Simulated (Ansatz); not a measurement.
# TiO2: the cost of one run

Computed with Ansatz 0.2.0 (DFT LDA, all-electron LAPW, scalar-relativistic unless said, unless a step's input says otherwise).

## Step 1: The structure to begin with

It takes space group P4_2/mnm (No. 136, tetragonal). The conventional cell has a = 4.548 Å, b = 4.548 Å, c = 2.917 Å, α = 90.00°, β = 90.00°, γ = 90.00°. Ti (site symmetry mmm) is surrounded by 6 O at 1.93 to 1.96 Å. O (site symmetry m2m) has 3 Ti at 1.93 to 1.96 Å as nearest neighbours.

Structure file:

```
Ti O
1.0
     4.54816    0.00000    0.00000
     0.00000    4.54816    0.00000
     0.00000    0.00000    2.91713
Ti O
2 4
Direct
  0.00000 0.00000 0.00000
  0.50000 0.50000 0.50000
  0.30397 0.30397 0.00000
  0.19603 0.80397 0.50000
  0.69603 0.69603 0.00000
  0.80397 0.19603 0.50000
```

Cartesian axes are those of the input's lattice vectors. The structure goes back to a database entry.

## Step 2: Reference run, fine mesh, LAPW

The input, input.yaml:

```yaml
crystal:
  lattice:
    - [4.54816138596, 0.0, 0.0]
    - [0.0, 4.54816138596, 0.0]
    - [0.0, 0.0, 2.91712835082]
  atoms:
    - { symbol: Ti, position: [0.0, 0.0, 0.0] }
    - { symbol: Ti, position: [0.5, 0.5, 0.5] }
    - { symbol: O, position: [0.303966100315, 0.303966100315, 0.0] }
    - { symbol: O, position: [0.196033899685, 0.803966100315, 0.5] }
    - { symbol: O, position: [0.696033899685, 0.696033899685, 0.0] }
    - { symbol: O, position: [0.803966100315, 0.196033899685, 0.5] }
kpoints:
  mp_grid: { grid: [6, 6, 8] }
scf:
  occupations: { method: fixed }
hamiltonian:
  xc: lda
  pseudopotentials: { kind: all_electron, lapw: { basis_error: 0.001 } }
output:
  forces: true
  stress: true
  eigenvalues: true
  eigenstates:
    nscf_kmesh: { grid: [10, 10, 12] }
    de_dk: true
    e_range: [-9, 11.85818316778]
checkpoint:
  write: ck
  write_wavefunctions: false
```

Command:

```
$ ansatz run input.yaml --threads 1 --pin off --max-ram 3072MiB --backend cpu --events-out ev --progress --plain --runs-dir out
```

Q: Estimate wall time and peak memory on 1 thread of Arm Neoverse V1, shared host.

About 3.6 min, with a peak of 0.68 GiB.
